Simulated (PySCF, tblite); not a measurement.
# C3H5GeO2 radical: geometry, infrared bands and EPR parameters

What infrared bands and EPR parameters should C3H5GeO2 radical (`C=[CH][GeH][C](=O)O`) show?

Programs: tblite 0.8.0 and PySCF 2.14.0, with density-fitted response routines of our own. Each step states its level of theory. These are calculated values for one molecule in the gas phase, unless marked as measured. Atoms are numbered from 0 throughout.

## 1. The starting structure

11 atoms, charge 0, multiplicity 2; geometry from: force field or distance geometry start.

Bonds of the start (Å): C0–C1 1.32, C1–Ge2 1.93, Ge2–C3 1.93, C3–O4 1.26, C3–O5 1.39, C0–H6 1.11, C0–H7 1.10, C1–H8 1.07, Ge2–H9 1.55, O5–H10 1.01.

## 2. Geometry optimisation with GFN2-xTB

What the job is given:

```
{"job": {"kind": "relax", "xc": "GFN2-xTB", "basis": "xTB"}, "charge": 0, "multiplicity": 2}
C     -2.294000     0.616700     0.160600
C     -1.084700     0.359700    -0.300500
Ge     0.048900    -1.030400     0.403800
C      1.843500    -0.499600    -0.077400
O      2.564100    -1.356900    -0.656000
O      2.306400     0.773900     0.249200
H     -2.839400     1.444800    -0.328000
H     -2.756900     0.054600     0.985000
H     -0.693700     0.957800    -1.097900
H     -0.345100    -2.343600    -0.320800
H      3.256300     1.025900    -0.004000
```

The run is started by

```
OMP_NUM_THREADS=1 python probes_run.py task.json out
```

One launch serves the whole session: the jobs run in the order shown.

**Question.** This job is followed by: GFN2-xTB harmonic vibrations, gas phase; UKS B3LYP, def2-TZVP-core on Ge, pcH-1 on C H O, non-relativistic, mean-field spin-orbit, GIAO. What will the session give for the following? strongest single infrared mode (GFN2-xTB); zero-point energy (GFN2-xTB); g(iso) (B3LYP); ⟨S²⟩; largest a(iso); surface potential, 1st and 99th percentile.

The runs gave:

| quantity | value |
| --- | --- |
| strongest single infrared mode (GFN2-xTB) | 1766 cm⁻¹, 651 km/mol |
| zero-point energy (GFN2-xTB) | 42.9 kcal/mol |
| g(iso) (B3LYP) | 2.00883 |
| ⟨S²⟩ | 0.755 (exact 0.75) |
| largest a(iso) | 73Ge on Ge2, -212.8 MHz |
| surface potential, 1st and 99th percentile | -1.57 V and 2.39 V |

In words: Over 111 steps the energy fell by 0.582 eV; of the close pairs, Ge2–C3 changed most, 1.932 to 2.019 Å. No mode is imaginary among the 27: a minimum at this level. The strongest single mode, at 1766 cm⁻¹, moves mainly C3 and O4. GFN2-xTB is a fitted tight-binding method: band positions and strengths are rough. Its intensities can rank the bands wrongly. Ge2 carries the largest spin population, 0.73 e. The isotropic g lies 6.5 ppt above the free-electron value. The hyperfine terms hold no scalar relativity, which the heavier nuclei need.
